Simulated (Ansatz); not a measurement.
# C2H3BF2: one species, many methods

How much do the methods differ for C2H3BF2? The plan is to run it at one geometry with functionals of several rungs and with coupled cluster, and see how far each lands from CCSD(T) at the basis-set limit for the atomisation energy.

The runs use Ansatz 0.2.0, Gaussian basis; functionals in def2-TZVPP, the program's frozen cores in correlated methods.

Levels to be run: LDA (SPW92), PBE-D4, revPBE-D4, BLYP-D4, r2SCAN-D4, B97M-V, PBE0-D4, B3LYP-D4, r2SCANh-D4, r2SCAN0-D4, HSE06-D4, BHLYP-D4, CAM-B3LYP-D4, LC-ωPBE, ωB97X-V, ωB97M-V, B2PLYP, PBE-QIDH; CCSD(T)/def2-SVP; CCSD(T)/def2-TZVPP; MP2/def2-QZVPP; extrapolation to the limit; RPA on PBE.

### 1 The geometry

All runs share one geometry, relaxed beforehand with PBE0-D4 in a triple-zeta def2 set.

SMILES `F[C@H]1B[C@@H]1F`, 8 atoms, charge 0, spin multiplicity 1.

Atoms are counted from 1 here; the program's logs count them from 0.

Bond lengths: F1–C2 1.364 Å, C2–B3 1.545 Å, C2–C4 1.469 Å, C2–H6 1.101 Å, B3–C4 1.545 Å, B3–H7 1.182 Å, C4–F5 1.364 Å, C4–H8 1.101 Å. Angles: F1–C2–B3 134.0°, F1–C2–C4 124.1°, F1–C2–H6 111.5°, B3–C2–C4 61.6°, B3–C2–H6 104.8°, C4–C2–H6 112.0°, C2–B3–C4 56.8°, C2–B3–H7 151.6°, C4–B3–H7 151.6°, C2–C4–B3 61.6°, C2–C4–F5 124.1°, C2–C4–H8 112.0°, B3–C4–F5 134.0°, B3–C4–H8 104.8°, F5–C4–H8 111.5°.

### 2 LDA

This LDA is Slater exchange with PW92 correlation.

in.yaml reads:

```yaml
crystal:
  periodic: [false, false, false]
  atoms:
    - {symbol: F, position_ang: [-1.133301, -0.415030, 1.583024]}
    - {symbol: C, position_ang: [-0.211338, 0.132561, 0.740796]}
    - {symbol: B, position_ang: [0.981289, -0.436523, -0.060362]}
    - {symbol: C, position_ang: [-0.309179, 0.093854, -0.724814]}
    - {symbol: F, position_ang: [-0.597995, 1.177512, -1.500365]}
    - {symbol: H, position_ang: [0.135592, 1.111770, 1.104425]}
    - {symbol: H, position_ang: [2.060991, -0.914735, -0.119832]}
    - {symbol: H, position_ang: [-0.833960, -0.806609, -1.078673]}
basis:
  gaussian: {orbitals: def2-TZVPP}
hamiltonian: {xc: lda}
output: {orbitals: {seedname: orbitals}}
```

On the command line:

```sh
$ ansatz run in.yaml --threads 2 --pin off --events-out ev --progress --plain --max-ram 4352MiB
```

The runs that follow: PBE-D4 (GGA); revPBE-D4 (GGA); BLYP-D4 (GGA); r2SCAN-D4 (meta-GGA); B97M-V (meta-GGA); PBE0-D4 (hybrid); B3LYP-D4 (hybrid); r2SCANh-D4 (hybrid); r2SCAN0-D4 (hybrid); HSE06-D4 (hybrid); BHLYP-D4 (hybrid); CAM-B3LYP-D4 (range-separated); LC-ωPBE (range-separated); ωB97X-V (range-separated); ωB97M-V (range-separated); B2PLYP (double hybrid); PBE-QIDH (double hybrid); CCSD(T) in def2-SVP; CCSD(T) in def2-TZVPP; MP2 in def2-QZVPP; RPA on PBE orbitals.

Q: Predict the results of all the runs planned. Wanted: atomisation energy, CCSD(T)/CBS; farthest beyond LDA; mean size of error, GGA; mean size of error, meta-GGA; mean size of error, hybrid; mean size of error, range-separated; mean size of error, double hybrid; gap, smallest and largest; T1 diagnostic.

**Answer**, as computed:

```
                               quantity                                      value
        atomisation energy, CCSD(T)/CBS                             724.3 kcal/mol
functionals within 3.6 kcal/mol (0.5 %)                                     B2PLYP
                    farthest beyond LDA                    PBE-D4 (+37.1 kcal/mol)
                mean size of error, GGA                              19.0 kcal/mol
           mean size of error, meta-GGA                              11.3 kcal/mol
             mean size of error, hybrid                              12.0 kcal/mol
    mean size of error, range-separated                              11.1 kcal/mol
      mean size of error, double hybrid                               3.2 kcal/mol
              gap, smallest and largest  3.02 eV (LDA (SPW92)), 10.79 eV (LC-ωPBE)
                          T1 diagnostic                                     0.0123
triples share of the correlation energy                                      3.5 %
```

**Reading.** The LDA atomisation energy is off by 143.9 kcal/mol (20 %): it overbinds. PBE-D4 is off by +37.1 kcal/mol. Double hybrids carry the basis error of their MP2 part in triple zeta, and no dispersion term here, so their miss is partly the set-up's. Taken by rung, double hybrid functionals do best (3.2 kcal/mol on average) and GGA ones worst beyond LDA (19.0 kcal/mol). The reference freezes the cores and leaves out relativity and excitations past (T), so misses under about 3.6 kcal/mol can't be ranked. Hartree-Fock recovers 72 % of the binding; the rest is correlation. CCSD(T) in def2-SVP is off by -33.0 kcal/mol, more than most functionals: a good method in a small basis is no reference. The gap grows from 3.0 to 10.8 eV across the functionals, mostly with the share of exact exchange.
